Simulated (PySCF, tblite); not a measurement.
# C₃H₈Cl₂OSi₂: geometry, infrared bands and NMR shifts

Wanted: the infrared bands and NMR shifts of C₃H₈Cl₂OSi₂ (`C=CO[Si@H](Cl)C[SiH2]Cl`), by calculation.

The runs use tblite 0.8.0 and PySCF 2.14.0, with density-fitted response routines of our own; the level of theory stands in each step. All values are computed, except where a source is named. Atoms count from 0, in the outputs and in this text.

## (1) Starting geometry

16 atoms, charge 0, multiplicity 1; geometry from: force field or distance geometry start.

Bonds of the start (Å): C0–C1 1.32, C1–O2 1.39, O2–Si3 1.66, Si3–Cl4 2.06, Si3–C5 1.84, C5–Si6 1.84, Si6–Cl7 2.06, C0–H8 1.09, C0–H9 1.09, C1–H10 1.08, Si3–H11 1.47, C5–H12 1.09, C5–H13 1.09, Si6–H14 1.49, Si6–H15 1.47.

## (2) Relaxing the molecule with GFN2-xTB

Job settings and geometry (Å):

```
{"job": {"kind": "relax", "xc": "GFN2-xTB", "basis": "xTB"}, "charge": 0, "multiplicity": 1}
C     -3.021400     1.369300     0.470500
C     -2.251500     0.424400    -0.048200
O     -1.028900     0.110700     0.532100
Si    -0.031000    -1.019900    -0.150300
Cl    -0.907600    -2.849200     0.234500
C      1.661300    -1.051700     0.565600
Si     2.412400     0.549700     0.048100
Cl     4.358500     0.615000     0.715500
H     -3.984200     1.602400     0.023100
H     -2.734100     1.931500     1.355100
H     -2.540900    -0.153600    -0.913900
H     -0.010300    -0.886600    -1.618700
H      2.237600    -1.895600     0.190300
H      1.644600    -1.147800     1.655600
H      1.721900     1.726800     0.651400
H      2.466000     0.683400    -1.413500
```

On the command line:

```
> OMP_NUM_THREADS=1 python probes_run.py task.json out
```

The driver reads the jobs from task.json and runs them one after another.

**Question.** This job is followed by: GFN2-xTB harmonic vibrations, gas phase; GIAO PBE0/pcSseg-1 NMR shielding, non-relativistic, gas phase. Predict these results of the whole session: strongest single infrared mode (GFN2-xTB); zero-point energy (GFN2-xTB); ¹³C shifts against TMS (PBE0/pcSseg-1); ¹H shifts against TMS (PBE0/pcSseg-1); ¹⁷O shifts against H2O (PBE0/pcSseg-1); ²⁹Si shifts against TMS (PBE0/pcSseg-1); ³⁵Cl shifts against HCl (PBE0/pcSseg-1).

As calculated:

```
                                 quantity                                               value
strongest single infrared mode (GFN2-xTB)                               1187 cm⁻¹, 405 km/mol
             zero-point energy (GFN2-xTB)                                       63.2 kcal/mol
   ¹³C shifts against TMS (PBE0/pcSseg-1)                              150.3, 102.4, 11.6 ppm
    ¹H shifts against TMS (PBE0/pcSseg-1)  6.73, 5.52, 5.34, 5.25, 4.92, 4.65, 0.99, 0.43 ppm
   ¹⁷O shifts against H2O (PBE0/pcSseg-1)                                           142.4 ppm
  ²⁹Si shifts against TMS (PBE0/pcSseg-1)                                     -5.6, -18.8 ppm
  ³⁵Cl shifts against HCl (PBE0/pcSseg-1)                                         46, -38 ppm
```

What this shows: The optimisation took 159 steps and gained 0.342 eV; among the close pairs (by a distance rule), C5–Si6 changed most, from 1.843 to 1.901 Å. No mode is imaginary among the 42: a minimum at this level. The strongest single mode, at 1187 cm⁻¹, moves mainly O2 and C1. Unscaled tight-binding wavenumbers are off by several per cent, some by more. Its intensities can rank the bands wrongly. C1 (alkene carbon bearing oxygen) lies farthest downfield among carbon, at 150.3 ppm; an sp2 carbon further deshielded by the attached heteroatom. The most deshielded hydrogen is H10 (hydrogen on an alkene carbon bearing oxygen), at 6.73 ppm: olefinic region.
